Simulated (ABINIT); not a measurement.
# Ba2Tl5V3O12 (P-3m1) in ABINIT: further runs

Runs on Ba2Tl5V3O12. Level: PBE. Tasks: single point.

All numbers are computed with ABINIT 10.8.3 (patched build); they aren't measurements. Logs are shortened: lines on timing, memory, paths and dates and some standing lists are left out, and cuts for length are marked. The log counts tension as positive stress, the text compression.

**1. The structure**

The structure is trigonal, space group P-3m1 (No. 164). Conventional cell: a = 8.154 Å, b = 8.154 Å, c = 6.921 Å, α = 90.00°, β = 90.00°, γ = 120.00°. Ba (site symmetry 3m) is surrounded by 6 O at 2.80 Å. V (site symmetry 2/m) is surrounded by 4 O at 1.82 Å. Tl (site symmetry 2/m) has 4 O at 2.53 Å as nearest neighbours. Around Tl (site symmetry 3m) lie 6 O at 2.73 Å and 3 V at 2.82 Å and 3 Tl at 3.03 Å. Around O (site symmetry 1) lie 1 V at 1.82 Å.

The cell was built by a generator and needn't be a form met in nature.

**2. Single point, PBE, collinear spin, ferromagnetic start**

Input file run.abi:

```
# Pseudopotentials
pp_dirpath "./"
pseudos "Ba.GGA_PBE-ansatz_soft_1.xml, V.GGA_PBE-ansatz_soft_1.xml, Tl.GGA_PBE-ansatz_soft_1.xml, O.GGA_PBE-ansatz_soft_1.xml"

# Structure
acell 8.15421 8.1542185554 6.92128 Angstrom
rprim
     1.0000000000     0.0000000000     0.0000000000
    -0.5000000886     0.8660253526     0.0000000000
     0.0000000000     0.0000000000     1.0000000000
ntypat 4
znucl 56 23 81 8
natom 22
typat 1 1 2 2 2 3 3 3 3 3 4 4 4 4 4 4 4 4 4 4 4 4
xred
     0.0000000000     0.0000000000     0.2355200000
     0.0000000000     0.0000000000     0.7644800000
     0.5000000000     0.0000000000     0.0000000000
     0.0000000000     0.5000000000     0.0000000000
     0.5000000000     0.5000000000     0.0000000000
     0.5000000000     0.0000000000     0.5000000000
     0.0000000000     0.5000000000     0.5000000000
     0.5000000000     0.5000000000     0.5000000000
     0.3333300000     0.6666700000     0.2248900000
     0.6666700000     0.3333300000     0.7751100000
     0.3389000000     0.3433400000     0.8144400000
     0.6566600000     0.9955600000     0.8144400000
     0.0044400000     0.6611000000     0.8144400000
     0.3433400000     0.3389000000     0.1855600000
     0.9955600000     0.6566600000     0.1855600000
     0.6611000000     0.0044400000     0.1855600000
     0.6611000000     0.6566600000     0.1855600000
     0.3433400000     0.0044400000     0.1855600000
     0.9955600000     0.3389000000     0.1855600000
     0.6566600000     0.6611000000     0.8144400000
     0.0044400000     0.3433400000     0.8144400000
     0.3389000000     0.9955600000     0.8144400000

# Plane-wave basis
ecut 16.0
pawecutdg 32.0
pawxcdev 0
pawovlp -1

# k points
kptopt 1
ngkpt 2 2 2
nshiftk 1
shiftk 0.0 0.0 0.0

# Exchange and correlation
ixc 11

# Bands and occupations
nband 120
occopt 3
tsmear 0.05 eV

# Spin
nsppol 2
spinat
     0.0000000000     0.0000000000     0.0000000000
     0.0000000000     0.0000000000     0.0000000000
     0.0000000000     0.0000000000     2.0000000000
     0.0000000000     0.0000000000     2.0000000000
     0.0000000000     0.0000000000     2.0000000000
     0.0000000000     0.0000000000     0.0000000000
     0.0000000000     0.0000000000     0.0000000000
     0.0000000000     0.0000000000     0.0000000000
     0.0000000000     0.0000000000     0.0000000000
     0.0000000000     0.0000000000     0.0000000000
     0.0000000000     0.0000000000     0.0000000000
     0.0000000000     0.0000000000     0.0000000000
     0.0000000000     0.0000000000     0.0000000000
     0.0000000000     0.0000000000     0.0000000000
     0.0000000000     0.0000000000     0.0000000000
     0.0000000000     0.0000000000     0.0000000000
     0.0000000000     0.0000000000     0.0000000000
     0.0000000000     0.0000000000     0.0000000000
     0.0000000000     0.0000000000     0.0000000000
     0.0000000000     0.0000000000     0.0000000000
     0.0000000000     0.0000000000     0.0000000000
     0.0000000000     0.0000000000     0.0000000000

# SCF cycle
nstep 100
tolvrs 1.0e-9

# Output
iomode 3
prtwf 0
prtden 0
prteig 0
prtebands 0
enunit 1
```

Potentials or basis: Ansatz PAW PBE generated set soft_1, frozen core.

Started as:

```sh
mpirun --bind-to none -np 6 abinit run.abi > log 2>&1
```

run.abo:

```text
[... set-up lines left out ...]
 ETOT  1  -716.37798853993    -7.164E+02 1.730E+00 3.369E+02 2.940E-01 2.940E-01
 ETOT  2  -721.10167489504    -4.724E+00 4.792E-02 2.718E+03 1.382E-01 1.846E-01
 ETOT  3  -717.97762805536     3.124E+00 9.213E-02 1.064E+02 4.037E-02 1.977E-01
 ETOT  4  -717.82280671237     1.548E-01 2.891E-02 1.067E+01 1.225E-01 3.202E-01
 ETOT  5  -717.83441335983    -1.161E-02 6.430E-03 2.015E+01 1.483E-01 4.339E-01
 ETOT  6  -717.82367953387     1.073E-02 5.978E-03 9.462E+00 1.809E-01 4.055E-01
 ETOT  7  -717.81941562077     4.264E-03 4.636E-03 2.020E+00 2.039E-01 2.056E-01
 ETOT  8  -717.81926653994     1.491E-04 3.058E-03 4.459E-01 9.873E-03 1.970E-01
 ETOT  9  -717.82135288629    -2.086E-03 1.731E-03 3.068E-01 2.642E-02 1.724E-01
 ETOT 10  -717.82514523881    -3.792E-03 1.906E-03 2.213E-01 5.456E-02 1.179E-01
[... 12 lines left out ...]
 ETOT 23  -717.83035401113    -3.990E-07 2.509E-04 2.504E-06 5.032E-04 1.744E-04
 ETOT 24  -717.83035408753    -7.640E-08 1.978E-04 7.375E-07 1.221E-04 5.230E-05
 ETOT 25  -717.83035410053    -1.300E-08 2.349E-04 4.759E-07 9.376E-05 5.938E-05
 ETOT 26  -717.83035410157    -1.038E-09 2.072E-04 2.315E-07 1.625E-05 7.254E-05
 ETOT 27  -717.83035410382    -2.246E-09 2.091E-04 3.490E-08 2.917E-05 4.338E-05
 ETOT 28  -717.83035410438    -5.626E-10 3.149E-04 2.765E-08 8.680E-06 3.470E-05
 ETOT 29  -717.83035410479    -4.114E-10 3.038E-04 1.186E-08 1.066E-05 2.404E-05
 ETOT 30  -717.83035410510    -3.027E-10 4.246E-04 3.809E-09 1.347E-05 1.057E-05
 ETOT 31  -717.83035410524    -1.488E-10 3.852E-04 2.446E-09 5.117E-06 5.450E-06
 ETOT 32  -717.83035410526    -1.080E-11 4.928E-04 7.901E-10 2.986E-06 2.985E-06

 At SCF step   32       nres2   =  7.90E-10 < tolvrs=  1.00E-09 =>converged.

 Cartesian components of stress tensor (hartree/bohr^3)
  sigma(1 1)=  1.65275367E-06  sigma(3 2)=  9.67334978E-10
  sigma(2 2)=  1.64569914E-06  sigma(3 1)= -1.67547236E-09
  sigma(3 3)=  2.34454464E-05  sigma(2 1)= -6.10941480E-09

--- !ResultsGS
iteration_state: {dtset: 1, }
comment   : Summary of ground state results
lattice_vectors:
- [ 15.4092318,  -0.0000047,   0.0000000, ]
- [ -7.7046132,  13.3447877,   0.0000000, ]
- [  0.0000000,   0.0000000,  13.0793236, ]
lattice_lengths: [  15.40923,   15.40923,   13.07932, ]
lattice_angles: [ 90.000,  90.000, 120.000, ] # degrees, (23, 13, 12)
lattice_volume:   2.6895391E+03
convergence: {deltae: -1.080E-11, res2:  7.901E-10, residm:  4.928E-04, diffor: null, }
etotal    :  -7.17830354E+02
entropy   :   0.00000000E+00
fermie    :   1.37809830E-01
cartesian_stress_tensor: # hartree/bohr^3
- [  1.65275367E-06,  -6.10941480E-09,  -1.67547236E-09, ]
- [ -6.10941480E-09,   1.64569914E-06,   9.67334978E-10, ]
- [ -1.67547236E-09,   9.67334978E-10,   2.34454464E-05, ]
pressure_GPa:  -2.6228E-01
xred      :
- [  0.0000E+00,   0.0000E+00,   2.3552E-01, Ba]
- [  0.0000E+00,   0.0000E+00,   7.6448E-01, Ba]
- [  5.0000E-01,   0.0000E+00,   0.0000E+00,  V]
- [  8.3950E-18,   5.0000E-01,   0.0000E+00,  V]
- [  5.0000E-01,   5.0000E-01,   0.0000E+00,  V]
- [  5.0000E-01,   0.0000E+00,   5.0000E-01, Tl]
- [  8.3950E-18,   5.0000E-01,   5.0000E-01, Tl]
- [  5.0000E-01,   5.0000E-01,   5.0000E-01, Tl]
- [  3.3333E-01,   6.6667E-01,   2.2489E-01, Tl]
- [  6.6667E-01,   3.3333E-01,   7.7511E-01, Tl]
- [  3.3890E-01,   3.4334E-01,   8.1444E-01,  O]
- [  6.5666E-01,   9.9556E-01,   8.1444E-01,  O]
- [  4.4400E-03,   6.6110E-01,   8.1444E-01,  O]
- [  3.4334E-01,   3.3890E-01,   1.8556E-01,  O]
- [  9.9556E-01,   6.5666E-01,   1.8556E-01,  O]
- [  6.6110E-01,   4.4400E-03,   1.8556E-01,  O]
- [  6.6110E-01,   6.5666E-01,   1.8556E-01,  O]
- [  3.4334E-01,   4.4400E-03,   1.8556E-01,  O]
- [  9.9556E-01,   3.3890E-01,   1.8556E-01,  O]
- [  6.5666E-01,   6.6110E-01,   8.1444E-01,  O]
- [  4.4400E-03,   3.4334E-01,   8.1444E-01,  O]
- [  3.3890E-01,   9.9556E-01,   8.1444E-01,  O]
cartesian_forces: # hartree/bohr
- [ -2.05544824E-07,   1.18671429E-07,   5.00904384E-04, ]
- [  2.05544824E-07,  -1.18671429E-07,  -5.00904384E-04, ]
- [ -1.23204792E-21,  -5.54421565E-21,   2.46409585E-21, ]
- [ -1.23204792E-21,  -5.54421565E-21,   2.46409585E-21, ]
- [ -1.23204792E-21,  -5.54421565E-21,   2.46409585E-21, ]
- [ -1.23204792E-21,  -5.54421565E-21,   2.46409585E-21, ]
[... 176 lines left out ...]
              =  8.154214277591  8.154214277591  6.921280000000 angstroms
 Fermi (or HOMO) energy (eV) =   3.75000   Average Vxc (eV)=  -9.57149
 Eigenvalues (   eV  ) for nkpt=   6  k points, SPIN UP:
 kpt#   1, nband=120, wtk=  0.12500, kpt=  0.0000  0.0000  0.0000 (reduced coord)
 -61.37919  -61.37898  -61.37897  -35.28320  -35.28034  -35.28033  -35.21956  -35.21744
 -35.21743  -35.20881  -35.20880  -35.20681  -24.12921  -23.83731  -14.16758  -13.82967
 -13.82963  -13.47945  -13.47942  -13.28360  -13.24813  -13.24810  -13.08903  -12.95899
 -12.95896  -12.73419  -10.68966   -8.89123   -8.89122   -8.68170   -8.68169   -8.66356
  -7.97813   -7.97806   -7.72955   -7.63993   -7.63992   -7.57682   -7.57679   -7.46200
  -7.45030   -7.40575   -7.40575   -7.19132   -7.19132   -7.17707   -7.17165   -7.17164
  -7.15063   -7.03857   -7.03807   -7.03805   -6.99911   -6.99911   -6.99752   -6.84639
  -6.84638   -3.91645   -3.16282   -2.23833   -2.23830   -1.87394   -0.75027   -0.49335
  -0.49335   -0.41311   -0.41309   -0.24861    0.19811    0.19815    0.22432    0.22435
   0.23772    0.56640    0.56647    0.82792    0.85473    0.85477    0.99931    1.03872
   1.03875    1.22660    1.25607    1.48485    1.54623    1.54623    1.85957    1.85959
   1.97016    1.97017    2.03826    2.26023    2.26024    2.56901    2.79927    2.79929
   2.95146    3.14241    3.58756    4.12781    4.12785    4.34180    4.83622    4.93165
   5.11294    5.11295    5.46590    5.46591    5.48026    5.48028    5.67333    5.99948
   6.14354    6.14355    6.78352    6.78353    7.50139    8.22280    8.50180    8.50225
 prteigrs : prtvol=0 or 1, do not print more k-points.

 Eigenvalues (   eV  ) for nkpt=   6  k points, SPIN DOWN:
 kpt#   1, nband=120, wtk=  0.12500, kpt=  0.0000  0.0000  0.0000 (reduced coord)
 -61.37918  -61.37898  -61.37898  -35.28319  -35.28033  -35.28033  -35.21956  -35.21743
 -35.21743  -35.20881  -35.20880  -35.20681  -24.12921  -23.83732  -14.16758  -13.82967
 -13.82964  -13.47945  -13.47942  -13.28360  -13.24813  -13.24811  -13.08903  -12.95899
 -12.95896  -12.73419  -10.68968   -8.89124   -8.89123   -8.68170   -8.68170   -8.66357
  -7.97813   -7.97806   -7.72955   -7.63992   -7.63992   -7.57682   -7.57679   -7.46200
  -7.45030   -7.40575   -7.40575   -7.19132   -7.19132   -7.17707   -7.17165   -7.17163
  -7.15062   -7.03857   -7.03807   -7.03805   -6.99911   -6.99910   -6.99752   -6.84639
  -6.84638   -3.91644   -3.16281   -2.23833   -2.23830   -1.87394   -0.75027   -0.49335
  -0.49335   -0.41311   -0.41310   -0.24861    0.19811    0.19815    0.22432    0.22434
   0.23772    0.56640    0.56647    0.82793    0.85473    0.85477    0.99931    1.03872
   1.03875    1.22660    1.25608    1.48485    1.54622    1.54622    1.85957    1.85959
   1.97016    1.97016    2.03826    2.26023    2.26024    2.56901    2.79926    2.79929
   2.95146    3.14241    3.58758    4.12782    4.12784    4.34178    4.83622    4.93165
   5.11294    5.11295    5.46590    5.46591    5.48026    5.48027    5.67333    5.99948
   6.14354    6.14355    6.78352    6.78353    7.50141    8.22280    8.50180    8.50188
 prteigrs : prtvol=0 or 1, do not print more k-points.

--- !EnergyTerms
iteration_state     : {dtset: 1, }
comment             : Components of total free energy in Hartree
kinetic             :  1.66606273174869E+02
hartree             :  2.46851370332182E+02
xc                  : -9.25847374265608E+01
Ewald energy        : -4.62957471245979E+02
psp_core            :  3.00522042892608E+01
local_psp           : -6.47235478555339E+02
PAW spherical_terms :  4.14379210848956E+01
internal            : -7.17829918346671E+02
'-kT*entropy'       : -4.35930039113268E-04
total_energy        : -7.17830354276710E+02
total_energy_eV     : -1.95331590293129E+04
...

--- !EnergyTermsDC
iteration_state     : {dtset: 1, }
comment             : '"Double-counting" decomposition of free energy'
band_energy         : -6.75809388294782E+01
Ewald energy        : -4.62957471245979E+02
psp_core            :  3.00522042892608E+01
xc_dc               : -2.51564722547998E+02
PAW spherical_terms :  3.42210101589788E+01
internal            : -7.17829918175216E+02
'-kT*entropy'       : -4.35930039113268E-04
total_energy_dc     : -7.17830354105255E+02
total_energy_dc_eV  : -1.95331590246474E+04
...

--- !EnergyTermsWithPAWCore
iteration_state     : {dtset: 1, }
comment             : 'Components of total free energy, including PAW core contributions'
Total energy        : -1.07495994109279E+05
Total energy DC     : -1.07495994109108E+05
Total energy (eV)   : -2.92511501560330E+06
Total energy DC (eV): -2.92511501559864E+06
...

 Cartesian components of stress tensor (hartree/bohr^3)
  sigma(1 1)=  1.65275367E-06  sigma(3 2)=  9.67334978E-10
  sigma(2 2)=  1.64569914E-06  sigma(3 1)= -1.67547236E-09
  sigma(3 3)=  2.34454464E-05  sigma(2 1)= -6.10941480E-09

-Cartesian components of stress tensor (GPa)         [Pressure= -2.6228E-01 GPa]
- sigma(1 1)=  4.86256918E-02  sigma(3 2)=  2.84599776E-05
- sigma(2 2)=  4.84181402E-02  sigma(3 1)= -4.92940986E-05
- sigma(3 3)=  6.89788849E-01  sigma(2 1)= -1.79745189E-04

== END DATASET(S) ==============================================================
================================================================================

 -outvars: echo values of variables after computation  --------
            acell      1.5409231757E+01  1.5409231757E+01  1.3079323641E+01 Bohr
           etotal     -7.1783035411E+02
            fcart     -2.0554482412E-07  1.1867142852E-07  5.0090438427E-04
                       2.0554482412E-07 -1.1867142852E-07 -5.0090438427E-04
                      -1.2320479233E-21 -5.5442156548E-21  2.4640958466E-21
                      -1.2320479233E-21 -5.5442156548E-21  2.4640958466E-21
                      -1.2320479233E-21 -5.5442156548E-21  2.4640958466E-21
                      -1.2320479233E-21 -5.5442156548E-21  2.4640958466E-21
                      -1.2320479233E-21 -5.5442156548E-21  2.4640958466E-21
[... 13 lines left out ...]
                      -5.0554285375E-05  2.3420865358E-04 -2.0784538684E-04
                       2.2909405256E-04 -7.3043669365E-05 -2.0733157831E-04
            rprim      1.0000000000E+00 -3.0286989943E-07  0.0000000000E+00
                      -4.9999982632E-01  8.6602550406E-01  0.0000000000E+00
                       0.0000000000E+00  0.0000000000E+00  1.0000000000E+00
           strten      1.6527536719E-06  1.6456991355E-06  2.3445446440E-05
                       9.6733497805E-10 -1.6754723560E-09 -6.1094148045E-09
           xangst      0.0000000000E+00  0.0000000000E+00  1.6300998656E+00
                       0.0000000000E+00  0.0000000000E+00  5.2911801344E+00
                       4.0771071388E+00 -1.2348330291E-06  0.0000000000E+00
                      -2.0385528613E+00  3.5308787650E+00  0.0000000000E+00
                       2.0385542775E+00  3.5308775301E+00  0.0000000000E+00
                       4.0771071388E+00 -1.2348330291E-06  3.4606400000E+00
                      -2.0385528613E+00  3.5308787650E+00  3.4606400000E+00
[... 13 lines left out ...]
                      -1.3636287674E+00  2.4245838194E+00  5.6369672832E+00
                      -1.2955401545E+00  7.0304024895E+00  5.6369672832E+00
             xred      0.0000000000E+00  0.0000000000E+00  2.3552000000E-01
                       0.0000000000E+00  0.0000000000E+00  7.6448000000E-01
                       5.0000000000E-01  0.0000000000E+00  0.0000000000E+00
                       8.3950439717E-18  5.0000000000E-01  0.0000000000E+00
                       5.0000000000E-01  5.0000000000E-01  0.0000000000E+00
                       5.0000000000E-01  0.0000000000E+00  5.0000000000E-01
                       8.3950439717E-18  5.0000000000E-01  5.0000000000E-01
[... 13 lines left out ...]
                       4.4400000000E-03  3.4334000000E-01  8.1444000000E-01
                       3.3890000000E-01  9.9556000000E-01  8.1444000000E-01
 Calculation completed.
```

It took 11 min on 6 MPI ranks of AMD EPYC 7R43 (Zen 3), shared host; peak memory 3.4 GiB.

Results:

```
Free energy            : -19533.1590 eV
Pressure               : -0.3 GPa
Largest force          : 0.026 eV/Å
Band gap on the k mesh : none (metal or under the smearing width)
Net moment             : 0.00 μB per cell
```

Forces in eV/Å, atoms in the order of the input:
```
Ba   0.000  0.000  0.026
Ba   0.000  0.000 -0.026
V    0.000  0.000  0.000
V    0.000  0.000  0.000
V    0.000  0.000  0.000
Tl   0.000  0.000  0.000
Tl   0.000  0.000  0.000
Tl   0.000  0.000  0.000
Tl   0.000  0.000 -0.002
Tl   0.000  0.000  0.002
O    0.003  0.012 -0.011
O   -0.012 -0.004 -0.011
O    0.009 -0.008 -0.011
O    0.009  0.008  0.011
O    0.003 -0.012  0.011
O   -0.012  0.004  0.011
O   -0.003 -0.012  0.011
O    0.012  0.004  0.011
O   -0.009  0.008  0.011
O   -0.009 -0.008 -0.011
O   -0.003  0.012 -0.011
O    0.012 -0.004 -0.011
```

Levels at points of the mesh, in eV from the Fermi level:
Spin up:
```
           k point  band 96  band 97  band 98  band 99  band 100  band 101
(0.00, 0.00, 0.00)    -0.95    -0.80    -0.61    -0.16      0.38      0.38
(0.50, 0.00, 0.00)    -1.02    -0.78    -0.77    -0.58      0.18      0.35
(0.50, 0.50, 0.00)    -1.02    -0.78    -0.77    -0.58      0.18      0.35
(0.00, 0.00, 0.50)    -0.78    -0.13     0.30     0.30      0.35      0.35
(0.50, 0.00, 0.50)    -0.89    -0.53     0.29     0.32      0.35      0.66
(0.50, 0.50, 0.50)    -0.89    -0.53     0.29     0.32      0.35      0.66
```
Spin down:
```tsv
k point	band 95	band 96	band 97	band 98	band 99	band 100	band 101	band 102
(0.00, 0.00, 0.00)	-0.95	-0.95	-0.80	-0.61	-0.16	0.38	0.38	0.59
(0.50, 0.00, 0.00)	-1.16	-1.02	-0.78	-0.77	-0.58	0.18	0.35	0.55
(0.50, 0.50, 0.00)	-1.16	-1.02	-0.78	-0.77	-0.58	0.18	0.35	0.55
(0.00, 0.00, 0.50)	-1.04	-0.78	-0.13	0.30	0.30	0.35	0.35	1.15
(0.50, 0.00, 0.50)	-1.15	-0.89	-0.53	0.29	0.32	0.35	0.66	1.30
(0.50, 0.50, 0.50)	-1.15	-0.89	-0.53	0.29	0.32	0.35	0.66	1.30
```

Caveat: the k mesh is coarse (spacing up to 0.45 Å⁻¹), so the values aren't converged; the atomic spheres overlap; semilocal functionals often make such compounds metallic where correlation or magnetic order opens a gap, which also shifts bond lengths.

**3. Single point, PBE, collinear spin, ferromagnetic start**

run.abi, as its differences from that of step 2:

```diff
@@ -63,5 +63,5 @@
      0.0000000000     0.0000000000     0.0000000000
-     0.0000000000     0.0000000000     2.0000000000
-     0.0000000000     0.0000000000     2.0000000000
-     0.0000000000     0.0000000000     2.0000000000
+     0.0000000000     0.0000000000     5.0000000000
+     0.0000000000     0.0000000000     5.0000000000
+     0.0000000000     0.0000000000     5.0000000000
      0.0000000000     0.0000000000     0.0000000000
```

Potentials or basis: Ansatz PAW PBE generated set soft_1, frozen core.

Started as:

```sh
mpirun --bind-to none -np 6 abinit run.abi > log 2>&1
```

Run time: 12 min. Hardware: 6 MPI ranks of AMD EPYC 7R43 (Zen 3), shared host; peak memory 3.5 GiB.

Results (log left out):

| Quantity | Value |
| --- | --- |
| Free energy | -19533.1590 eV |
| Pressure | -0.3 GPa |
| Largest force | 0.026 eV/Å |
| Band gap on the k mesh | none (metal or under the smearing width) |
| Net moment | 0.00 μB per cell |

Forces in eV/Å, atoms in the order of the input:
```
Ba   0.000  0.000  0.026
Ba   0.000  0.000 -0.026
V    0.000  0.000  0.000
V    0.000  0.000  0.000
V    0.000  0.000  0.000
Tl   0.000  0.000  0.000
Tl   0.000  0.000  0.000
Tl   0.000  0.000  0.000
Tl   0.000  0.000 -0.002
Tl   0.000  0.000  0.002
O    0.003  0.012 -0.011
O   -0.012 -0.004 -0.011
O    0.009 -0.008 -0.011
O    0.009  0.008  0.011
O    0.003 -0.012  0.011
O   -0.012  0.004  0.011
O   -0.003 -0.012  0.011
O    0.012  0.004  0.011
O   -0.009  0.008  0.011
O   -0.009 -0.008 -0.011
O   -0.003  0.012 -0.011
O    0.012 -0.004 -0.011
```

Stress tensor (GPa, compression positive):
```
-0.05  0.00  0.00
 0.00 -0.05  0.00
 0.00  0.00 -0.69
```

Levels at points of the mesh, in eV from the Fermi level:
Spin up:
| k point | band 96 | band 97 | band 98 | band 99 | band 100 | band 101 |
| --- | --- | --- | --- | --- | --- | --- |
| (0.00, 0.00, 0.00) | -0.95 | -0.80 | -0.61 | -0.16 | 0.38 | 0.38 |
| (0.50, 0.00, 0.00) | -1.02 | -0.78 | -0.77 | -0.58 | 0.18 | 0.35 |
| (0.50, 0.50, 0.00) | -1.02 | -0.78 | -0.77 | -0.58 | 0.18 | 0.35 |
| (0.00, 0.00, 0.50) | -0.78 | -0.13 | 0.30 | 0.30 | 0.35 | 0.35 |
| (0.50, 0.00, 0.50) | -0.89 | -0.53 | 0.29 | 0.32 | 0.35 | 0.66 |
| (0.50, 0.50, 0.50) | -0.89 | -0.53 | 0.29 | 0.32 | 0.35 | 0.66 |
Spin down:
```tsv
k point	band 96	band 97	band 98	band 99	band 100	band 101
(0.00, 0.00, 0.00)	-0.95	-0.80	-0.61	-0.16	0.38	0.38
(0.50, 0.00, 0.00)	-1.02	-0.78	-0.77	-0.58	0.18	0.35
(0.50, 0.50, 0.00)	-1.02	-0.78	-0.77	-0.58	0.18	0.35
(0.00, 0.00, 0.50)	-0.78	-0.13	0.30	0.30	0.35	0.35
(0.50, 0.00, 0.50)	-0.89	-0.53	0.29	0.32	0.35	0.66
(0.50, 0.50, 0.50)	-0.89	-0.53	0.29	0.32	0.35	0.66
```

Caveat: the k mesh is coarse (spacing up to 0.45 Å⁻¹), so the values aren't converged; the atomic spheres overlap; semilocal functionals often make such compounds metallic where correlation or magnetic order opens a gap, which also shifts bond lengths. With open d or f shells a metallic result of PBE can be an artefact of self-interaction; +U or a hybrid may open a gap.
